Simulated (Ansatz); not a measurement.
# SiPH5SeO (SMILES OP[SiH2][SeH]) at 6 levels

We compute a comparison of 6 runs (HF/3-21G, B3LYP/6-31G*, PBE0/def2-SVP, B2PLYP/6-311G**, r2SCAN/aug-cc-pVDZ, CCSD(T)/cc-pVDZ) of SiPH5SeO. 

Program for the calculation: Ansatz 0.2.0.

1 further run of the same task is left out (for a known fault of the program).

**1. The system as given**

SiPH5SeO: 9 atoms, total charge 0, spin state singlet. SMILES: `OP[SiH2][SeH]`. Geometry: relaxed at PBE0-D4/def2-TZVP. This is one conformer, not always the lowest.

Bond lengths: O1–P2 1.661 Å, P2–Si3 2.260 Å, Si3–Se4 2.280 Å, O1–H5 0.960 Å, P2–H6 1.426 Å, Si3–H7 1.489 Å, Si3–H8 1.485 Å, Se4–H9 1.470 Å. Some angles: O1–P2–Si3 99.4°, P2–Si3–Se4 109.9°, O1–P2–H6 98.8°, Si3–P2–H6 93.1°, P2–O1–H5 109.3°, P2–Si3–H7 107.3°, P2–Si3–H8 113.4°, Se4–Si3–H7 111.8°, Se4–Si3–H8 104.2°, Si3–Se4–H9 92.9°.

**2. Energy and forces at HF/3-21G (run 1)**

Contents of in.yaml:

```yaml
crystal:
  periodic: [false, false, false]
  atoms:
    - {symbol: O, position_ang: [-1.092700, -1.106300, 1.391000]}
    - {symbol: P, position_ang: [-1.087900, -0.841200, -0.249200]}
    - {symbol: Si, position_ang: [0.321000, 0.923600, -0.331800]}
    - {symbol: Se, position_ang: [2.461900, 0.223800, 0.022600]}
    - {symbol: H, position_ang: [-0.950600, -2.040300, 1.562000]}
    - {symbol: H, position_ang: [-2.248200, -0.016600, -0.339400]}
    - {symbol: H, position_ang: [0.160200, 1.557600, -1.669100]}
    - {symbol: H, position_ang: [0.081800, 1.921200, 0.742000]}
    - {symbol: H, position_ang: [2.443100, -0.668300, -1.145000]}
basis:
  gaussian:
    orbitals: 3-21G-spherical.json
hamiltonian:
  xc: hf
accuracy: high
output: {forces: true, orbitals: {seedname: orbitals}}
```

The basis set 3-21G is read from a file made from the Basis Set Exchange's data (not shown).

The run is started by

```console
$ ansatz run in.yaml --threads 1 --pin off --max-ram 2610MiB --events-out events.jsonl --progress --plain --runs-dir runs
```

The log of the run:

```text
Warning: RAYON_NUM_THREADS=1 ignored (pool sized by the plan → 1); use --threads N
Functional definition: HF
  name "HF"
  exchange = exact_x
  correlation = 0
1380 factors; integrals over basis functions are off by at most 7.7e-9 eV
mean field evaluation 1: about -84140.7131 eV, gradient 2.8e1 eV
mean field evaluation 2: about -84141.1000 eV, gradient 2.9e1 eV
mean field evaluation 4: about -84143.0819 eV, gradient 2.1e0 eV
mean field evaluation 8: about -84143.1070 eV, gradient 1.3e-1 eV
mean field evaluation 16: about -84143.1072 eV, gradient 1.3e-8 eV
mean field -84143.10717844 eV, -3092.2021545610 hartree, gradient 1.3e-8 eV, S^2 0.000000; 0 other end points of the search recorded, 0 dependent functions left out
the calculation of the forces begins
reference -84143.10717844 eV, -3092.2021545610 hartree; 38, 38 occupied and 29, 29 virtual orbitals, 1380 factors
Total energy: -84143.10717844 eV, -3092.2021545610 hartree
Atom 0 at    -1.092700    -1.106300     1.391000 Å, force     0.208618    -0.428118     1.538688 eV/Å
Atom 1 at    -1.087900    -0.841200    -0.249200 Å, force    -0.956013     0.452913    -2.055507 eV/Å
Atom 2 at     0.321000     0.923600    -0.331800 Å, force    -0.551340     1.171479     0.011681 eV/Å
Atom 3 at     2.461900     0.223800     0.022600 Å, force     1.182318    -0.396076     0.068953 eV/Å
Atom 4 at    -0.950600    -2.040300     1.562000 Å, force     0.029240    -0.242360     0.625734 eV/Å
Atom 5 at    -2.248200    -0.016600    -0.339400 Å, force    -0.076518    -0.287636    -0.158809 eV/Å
Atom 6 at     0.160200     1.557600    -1.669100 Å, force     0.029131    -0.066124     0.063283 eV/Å
Atom 7 at     0.081800     1.921200     0.742000 Å, force    -0.086101    -0.109680    -0.073496 eV/Å
Atom 8 at     2.443100    -0.668300    -1.145000 Å, force     0.220665    -0.094398    -0.020528 eV/Å
Dipole moment:    -0.205040    -0.177282    -0.260453 e Å
```

Wall time 2.1 s (1 thread of Intel Xeon Platinum 8488C (Sapphire Rapids), shared host).

**3. Energy and gradient at B3LYP/6-31G(d) (spherical functions) (run 2)**

Contents of run.yaml:

```yaml
crystal:
  periodic: [false, false, false]
  atoms:
    - {symbol: O, position_ang: [-1.092700, -1.106300, 1.391000]}
    - {symbol: P, position_ang: [-1.087900, -0.841200, -0.249200]}
    - {symbol: Si, position_ang: [0.321000, 0.923600, -0.331800]}
    - {symbol: Se, position_ang: [2.461900, 0.223800, 0.022600]}
    - {symbol: H, position_ang: [-0.950600, -2.040300, 1.562000]}
    - {symbol: H, position_ang: [-2.248200, -0.016600, -0.339400]}
    - {symbol: H, position_ang: [0.160200, 1.557600, -1.669100]}
    - {symbol: H, position_ang: [0.081800, 1.921200, 0.742000]}
    - {symbol: H, position_ang: [2.443100, -0.668300, -1.145000]}
basis:
  gaussian:
    orbitals: 6-31G_st_-spherical.json
accuracy: high
output: {forces: true, orbitals: {seedname: orbitals}}
hamiltonian:
  xc: {name: B3LYP}
```

The basis set 6-31G* is read from a file made from the Basis Set Exchange's data (not shown).

The run is started by

```console
$ ansatz run run.yaml --threads 1 --pin off --max-ram 2610MiB --events-out events.jsonl --progress --plain --runs-dir runs
```

The log of the run, shortened:

```text
Warning: RAYON_NUM_THREADS=1 ignored (pool sized by the plan → 1); use --threads N
Functional definition: B3LYP
  name "B3LYP"
[...]
1971 factors; integrals over basis functions are off by at most 1.5e-8 eV
[...]
mean field -84637.70060208 eV, -3110.3781276324 hartree, gradient 6.2e-8 eV, S^2 0.000000; 0 other end points of the search recorded, 0 dependent functions left out
[...]
reference -84637.70064424 eV, -3110.3781291819 hartree; 38, 38 occupied and 54, 54 virtual orbitals, 1971 factors
Total energy: -84637.70064424 eV, -3110.3781291819 hartree
Atom 0 at    -1.092700    -1.106300     1.391000 Å, force    -0.057673     0.250968     0.702258 eV/Å
Atom 1 at    -1.087900    -0.841200    -0.249200 Å, force    -0.183007     0.003770    -0.721502 eV/Å
Atom 2 at     0.321000     0.923600    -0.331800 Å, force    -0.118570     0.176083     0.007282 eV/Å
Atom 3 at     2.461900     0.223800     0.022600 Å, force     0.362924     0.092954     0.251075 eV/Å
Atom 4 at    -0.950600    -2.040300     1.562000 Å, force     0.081331    -0.417207     0.083967 eV/Å
Atom 5 at    -2.248200    -0.016600    -0.339400 Å, force    -0.105165     0.000731    -0.058778 eV/Å
Atom 6 at     0.160200     1.557600    -1.669100 Å, force    -0.009694     0.041200    -0.037099 eV/Å
Atom 7 at     0.081800     1.921200     0.742000 Å, force    -0.010838     0.035420    -0.003336 eV/Å
Atom 8 at     2.443100    -0.668300    -1.145000 Å, force     0.040693    -0.183919    -0.223868 eV/Å
Dipole moment:    -0.175528    -0.212870    -0.129125 e Å
```

Wall time 12 s (1 thread of Intel Xeon Platinum 8488C (Sapphire Rapids), shared host); peak memory 0.38 GiB.

Runs 3 to 5 aren't shown in full; the table further down has their settings and results.

**4. Energy and forces at CCSD(T)/cc-pVDZ (run 6)**

Contents of input.yaml:

```yaml
crystal:
  periodic: [false, false, false]
  atoms:
    - {symbol: O, position_ang: [-1.092700, -1.106300, 1.391000]}
    - {symbol: P, position_ang: [-1.087900, -0.841200, -0.249200]}
    - {symbol: Si, position_ang: [0.321000, 0.923600, -0.331800]}
    - {symbol: Se, position_ang: [2.461900, 0.223800, 0.022600]}
    - {symbol: H, position_ang: [-0.950600, -2.040300, 1.562000]}
    - {symbol: H, position_ang: [-2.248200, -0.016600, -0.339400]}
    - {symbol: H, position_ang: [0.160200, 1.557600, -1.669100]}
    - {symbol: H, position_ang: [0.081800, 1.921200, 0.742000]}
    - {symbol: H, position_ang: [2.443100, -0.668300, -1.145000]}
basis:
  gaussian: {orbitals: cc-pVDZ}
correlation: {method: ccsd_t, frozen_orbitals: {H: 0, O: 1, P: 5, Se: 9, Si: 5}}
accuracy: high
scf: {omitted_lower_state_checks: [cluster_reference, increment]}
output: {forces: true, orbitals: {seedname: orbitals}}
```

The run is started by

```console
$ ansatz run input.yaml --threads 1 --pin off --max-ram 2610MiB --events-out events.jsonl --progress --plain --runs-dir runs
```

The log of the run:

```text
Warning: RAYON_NUM_THREADS=1 ignored (pool sized by the plan → 1); use --threads N
[... 12 lines left out ...]
20 core orbitals not correlated: weight in the atoms' cores, before any rotation towards them, 1.000 or more for the frozen orbitals, at most 0.000 for the correlated occupied ones
[... 25 lines left out ...]
Total energy: -84570.10594125 eV, -3107.8940696644 hartree
[... 9 lines left out ...]
Dipole moment:    -0.138871    -0.237817    -0.119408 e Å
Checks for a lower state left out: cluster_reference, increment
```

It took 2.4 min on 1 thread of Intel Xeon Platinum 8488C (Sapphire Rapids), shared host; peak memory 1.1 GiB.

**5. All runs side by side**

| run | level | frozen core orbitals | energy (Eh) | dipole moment (D) | HOMO energy (eV) | LUMO energy (eV) | wall time |
| --- | --- | --- | --- | --- | --- | --- | --- |
| 1 | HF/3-21G | – | -3092.202155 | 1.81 | -9.35 | 3.23 | 2.1 s |
| 2 | B3LYP/6-31G* (spherical functions) | – | -3110.378129 | 1.46 | -6.50 | -0.61 | 12 s |
| 3 | PBE0/def2-SVP | – | -3109.486306 | 1.41 | -6.77 | -0.30 | 11 s |
| 4 | B2PLYP/6-311G** | 20 | -3109.937966 | 1.46 | -7.78 | 0.48 | 47 s |
| 5 | r2SCAN/aug-cc-pVDZ | – | -3110.541205 | 1.15 | -6.02 | -1.43 | 39 s |
| 6 | CCSD(T)/cc-pVDZ | 20 | -3107.894070 | 1.44 | -9.32 | 3.25 | 2.4 min |

**6. Outcome**

| quantity | value |
| --- | --- |
| run 6: total energy | -3107.89407 Eh |
| run 6: dipole moment (correlated density) | 1.44 D |
| run 6: HOMO energy (Hartree–Fock orbitals) | -9.32 eV |
| run 6: LUMO energy (Hartree–Fock orbitals) | 3.25 eV |
| run 6: HOMO–LUMO gap (Hartree–Fock orbitals) | 12.57 eV |
| run 6: correlation energy (20 core orbitals frozen) | -607.6 mEh |
| run 6: (T) correction | -16.23 mEh |
| run 6: T1 diagnostic | 0.011 |
| run 6: largest force on an atom | 1.539 eV/Å |

The dipole moment (its size) runs from 1.15 D (r2SCAN/aug-cc-pVDZ) to 1.81 D (HF/3-21G). The two ends differ in method and basis. Over runs 1, 2, 3, 4, 5 the HOMO–LUMO gap runs from 4.59 eV (r2SCAN/aug-cc-pVDZ) to 12.58 eV (HF/3-21G). Totals of different functionals can't be ranked against each other. All runs together took 4.2 min, the longest 2.4 min.
